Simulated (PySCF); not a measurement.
# C2H7NOSi: the cost of one run

Computed with PySCF 2.14.0, with density-fitted response routines of our own, on a single molecule in the gas phase. Atoms count from 0, in the outputs and in this text.

## 1. Starting geometry

12 atoms, charge 0, multiplicity 1; geometry from: GFN2-xTB. The atoms were then displaced at random by about 0.01 Å, so the start is not that level's minimum.

Bonds of the start (Å): C0–C1 1.53, C1–O2 1.22, C1–N3 1.32, N3–Si4 1.79, C0–H5 1.10, C0–H6 1.09, C0–H7 1.06, N3–H8 0.97, Si4–H9 1.47, Si4–H10 1.45, Si4–H11 1.46.

## 2. Geometry optimisation at PBE0-D3(BJ)/def2-SVP

What the job is given:

```
{"job": {"xc": "PBE0", "basis": "def2-SVP", "d3": "d3bj", "grid": 1, "shake": 0.01, "kind": "geom"}, "charge": 0, "multiplicity": 1}
C      1.987320     0.249850     0.278280
C      0.462230     0.332460     0.426190
O     -0.127220     1.020980     1.242470
N     -0.237440    -0.414250    -0.413470
Si    -2.007200    -0.260280    -0.176330
H      2.243320     0.637180    -0.718060
H      2.448750     0.896380     1.028540
H      2.326040    -0.746140     0.377840
H      0.185720    -0.983820    -1.080030
H     -2.338760    -0.728600     1.181070
H     -2.525530    -1.161290    -1.191700
H     -2.377540     1.129250    -0.419690
```

Command:

```
OMP_NUM_THREADS=1 python probes_run.py task.json out
```

The driver reads the jobs from task.json and runs them one after another.

**Question.** How long does this first job take on 1 thread of Intel Xeon 6975P-C, shared host, and how much memory does it need?

About 18 s, with a peak of 0.45 GiB.
